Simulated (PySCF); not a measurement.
**PbCl at other levels of theory**

What do other methods print for PbCl?

Program: PySCF 2.14.0. Level of theory: method and basis as typed in the scripts. These are calculated values, not measurements.

7 further runs of the same task are left out: 2 for a known fault of the program, 5 that didn't finish.

### Step 1. The system as given

PbCl: 2 atoms, charge 0, spin multiplicity 2.

Bond lengths: Pb1–Cl2 2.365 Å.

### Step 2. Base script

The input, input.py:

```python
from pyscf import gto, scf, mp

mol = gto.M(
    atom='Pb 0 0 0; Cl 0 0 2.365',
    basis='def2-svp',
    ecp={'Pb': 'def2-svp'},
    charge=0,
    spin=1,
    verbose=3,
)
mf = scf.UHF(mol)
mf.kernel()
mp.MP2(mf, frozen=9).kernel()
mf.dip_moment()
print('orbital energies (hartree):', [e[max(0, n-3):n+3].round(4) for e, n in zip(mf.mo_energy, mol.nelec)])
```

On the command line:

```
$ python input.py
```

### Step 3. Frozen orbitals none

Run 1 changes frozen orbitals: 9 → none.

Edit input.py of step 2 so:

```diff
@@ -12,3 +12,3 @@
 mf.kernel()
-mp.MP2(mf, frozen=9).kernel()
+mp.MP2(mf).kernel()
 mf.dip_moment()
```

### Step 4. Stability test

Run 2 changes step after the SCF: mp2 → stability.

Edit input.py of step 2 so:

```diff
@@ -1,2 +1,2 @@
-from pyscf import gto, scf, mp
+from pyscf import gto, scf
 
@@ -12,3 +12,3 @@
 mf.kernel()
-mp.MP2(mf, frozen=9).kernel()
+mf.stability(internal=True, external=True)
 mf.dip_moment()
```

### Step 5. Camb3lyp (UKS)

Run 3 changes functional: none (Hartree–Fock) → camb3lyp; SCF type: UHF → UKS; step after the SCF: mp2 → analyze.

Edit input.py of step 2 so:

```diff
@@ -1,2 +1,2 @@
-from pyscf import gto, scf, mp
+from pyscf import gto, dft
 
@@ -10,5 +10,5 @@
 )
-mf = scf.UHF(mol)
+mf = dft.UKS(mol, xc='camb3lyp')
 mf.kernel()
-mp.MP2(mf, frozen=9).kernel()
+mf.mulliken_pop()
 mf.dip_moment()
```

### Step 6. RHF

Run 4 changes SCF type: UHF → RHF.

The input, input.py:

```python
from pyscf import gto, scf, mp

mol = gto.M(
    atom='Pb 0 0 0; Cl 0 0 2.365',
    basis='def2-svp',
    ecp={'Pb': 'def2-svp'},
    charge=0,
    spin=1,
    verbose=3,
)
mf = scf.RHF(mol)
mf.kernel()
mp.MP2(mf, frozen=9).kernel()
mf.dip_moment()
print('orbital energies (hartree):', mf.mo_energy[..., max(0, mol.nelec[1]-3):mol.nelec[0]+3].round(4))
```

**Question.** What will these runs give? Wanted: for each run, E(SCF); from base; SCF dipole; after the SCF.

The runs gave:

| run | E(SCF) (hartree) | from base (eV) | SCF dipole (D) | after the SCF |
| --- | --- | --- | --- | --- |
| base | -651.231980 | 0 | 3.34 | MP2 correlation -5.445 eV, core frozen |
| frozen orbitals none | -651.231980 | 0.0000 | 3.34 | MP2 correlation -6.025 eV |
| stability test | -651.231980 | 0.0000 | 3.34 | unstable: UHF/UKS -> GHF/GKS |
| camb3lyp (UKS) | -652.933042 | not comparable | 2.83 | n/a |
| RHF | -651.229263 | +0.0739 | 3.33 | MP2 correlation -5.480 eV, core frozen |

**Reading.** A lower total energy from another functional means nothing by itself. The dearest run is “camb3lyp (UKS)”, at 4.5 s against 1.2 s.
